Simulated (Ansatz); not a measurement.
# GaH₃O₂: shape, modes and thermochemistry

Aim: relax GaH₃O₂ from a cheap starting geometry, check the end point by its vibrations and derive ideal-gas thermochemistry.

The runs use Ansatz 0.2.0, Gaussian basis; RKS PBE0-D4/def2-TZVP.

The runs, in order: relaxation at PBE0-D4/def2-TZVP; harmonic vibrations at the same level.

1 further run of the same task is left out (set aside as unsound or not needed).

## (1) The starting structure

SMILES `[OH][GaH][OH]`, 6 atoms, charge 0, spin multiplicity 1.

Atoms are counted from 1 here; the program's logs count them from 0.

Bond lengths: O1–Ga2 1.729 Å, O1–H4 0.953 Å, Ga2–O3 1.718 Å, Ga2–H5 1.506 Å, O3–H6 0.956 Å. Angles: Ga2–O1–H4 133.8°, O1–Ga2–O3 117.3°, O1–Ga2–H5 128.7°, O3–Ga2–H5 114.0°, Ga2–O3–H6 129.0°.

Geometry (Å):

```
O    -1.25404   -0.56329   -0.42955
Ga    0.15452    0.40959   -0.18895
O     1.30553   -0.13969    0.96207
H    -2.01977   -0.48717   -0.99109
H     0.53099    1.70334   -0.86187
H     1.28277   -0.92279    1.50939
```

The start is a GFN2-xTB geometry.

## (2) Geometry optimisation, PBE0-D4/def2-TZVP

Contents of in.yaml:

```yaml
crystal:
  periodic: [false, false, false]
  atoms:
    - {symbol: O, position_ang: [-1.254040, -0.563290, -0.429550]}
    - {symbol: Ga, position_ang: [0.154520, 0.409590, -0.188950]}
    - {symbol: O, position_ang: [1.305530, -0.139690, 0.962070]}
    - {symbol: H, position_ang: [-2.019770, -0.487170, -0.991090]}
    - {symbol: H, position_ang: [0.530990, 1.703340, -0.861870]}
    - {symbol: H, position_ang: [1.282770, -0.922790, 1.509390]}
basis:
  gaussian: {orbitals: def2-TZVP}
hamiltonian: {xc: pbe0, dispersion: d4}
relax: {f_tol: 0.005, max_steps: 150}
```

Command:

```
$ ansatz run in.yaml --threads 4 --pin off --events-out ev --progress --plain --max-ram 10444MiB
```

The runs that follow: Force constants and modes.

**Question.** What will the summary of the whole plan be? Wanted: point group; shift from the start; total energy; dispersion term; dipole moment; lowest, highest wavenumber; zero-point energy.

As calculated:

| quantity | value |
| --- | --- |
| point group | Cs |
| steps | 8 |
| shift from the start (rms) | 0.147 Å |
| total energy | -56513.0486 eV |
| dispersion term | -68 meV |
| dipole moment | 1.79 D |
| lowest, highest wavenumber | 190, 3912 cm⁻¹ |
| zero-point energy | 89.4 kJ/mol |
| entropy at 298.15 K | 293.8 J/(mol K) |

**Reading.** The relaxed geometry lies 0.15 Å (rms) from the start; the bond that changed most is Ga2–O3, from 1.718 to 1.777 Å. All wavenumbers are real, so the end point is a minimum. The stiffest mode, 3912 cm⁻¹, is an O–H stretch. Harmonic hybrid wavenumbers usually lie a few per cent above measured fundamentals. The largest Mulliken charge, -0.56 e, sits on O3.
